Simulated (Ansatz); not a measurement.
**GaPN+ (quintet): wave-function methods side by side, cc-pVTZ**

The task here is to estimate one member of a computed series from the others.

Program: Ansatz 0.2.0, Gaussian basis. Level of theory: cc-pVTZ, core rule «outside noble gas», up to 20 orbitals frozen. These are calculated values, not measurements.

The runs, in order: UHF; CCSD(T) on ROHF; CCSD(T) on UHF; BCCD(T) on ROHF; CCSDT(Q) on ROHF; CCSDT(Q) on UHF.

7 further runs of the same task are left out: 4 for a known fault of the program, 3 set aside as unsound or not needed. Runs told in other sessions of the task aren't counted.

## What is computed

The geometry is a PBE0/def2-TZVP stationary point (not a proven minimum) of the parent state, kept for this charge and spin. No spin-orbit coupling is included. The filled d shell of Ga may be among the frozen orbitals whatever the setting's name suggests.

3 atoms, charge 1, spin multiplicity 5.

Atoms are counted from 1 here; the program's logs count them from 0.

Bond lengths: Ga1–P2 2.418 Å, Ga1–N3 1.835 Å, P2–N3 1.712 Å. Angles: P2–Ga1–N3 44.9°, Ga1–P2–N3 49.2°, Ga1–N3–P2 85.9°.

As a file:

```xyz
3

Ga    0.00000    0.09376    0.82161
P     0.00000    0.28443   -1.58919
N     0.00000   -1.09572   -0.57556
```

Set-up of the first run:

in.yaml

```yaml
crystal:
  periodic: [false, false, false]
  atoms:
    - {symbol: Ga, position_ang: [0.000000, 0.093764, 0.821607]}
    - {symbol: P, position_ang: [0.000000, 0.284432, -1.589191]}
    - {symbol: N, position_ang: [0.000000, -1.095724, -0.575558]}
basis:
  gaussian: {orbitals: cc-pVTZ}
total_charge: 1
magnetization: {spin_polarized: true, initial_magnetization: 4}
hamiltonian: {xc: hf}
output: {orbitals: {seedname: orbitals}}
```

Command:

```console
> ansatz run in.yaml --threads 1 --pin off --events-out ev --progress --plain --max-ram 4096MiB --backend cpu
```

Among the steps run: UHF; CCSD(T) on ROHF; CCSD(T) on UHF; BCCD(T) on ROHF; CCSDT(Q) on ROHF; CCSDT(Q) on UHF.

One table of the session follows, with a row left open; its other results are not shown here.

It belongs to the step «Misses and costs». 

```
   method  from UCCSDT(Q) (meV)
     ROHF               +9564.9
      UHF               +9032.7
     RMP2               +1200.1
     UMP2               +1427.4
    RCCSD                +531.9
    UCCSD                +494.4
 RCCSD(T)                 +81.1
 UCCSD(T)                     ?
  BCCD(T)                 +83.2
   RCCSDT                 +46.8
   UCCSDT                 +29.6
RCCSDT(Q)                 +16.7
UCCSDT(Q)                     0
```

Estimate the missing values for UCCSD(T).

The run gave: from UCCSDT(Q) (meV): +75.1. In the column «from UCCSDT(Q) (meV)» it lies between RCCSDT (+46.8) and RCCSD(T) (+81.1).

To keep in mind: Restricted and unrestricted rows rest on different reference determinants; a gap between their highest levels can come from leftover correlation error, from unlike frozen cores or from another state.
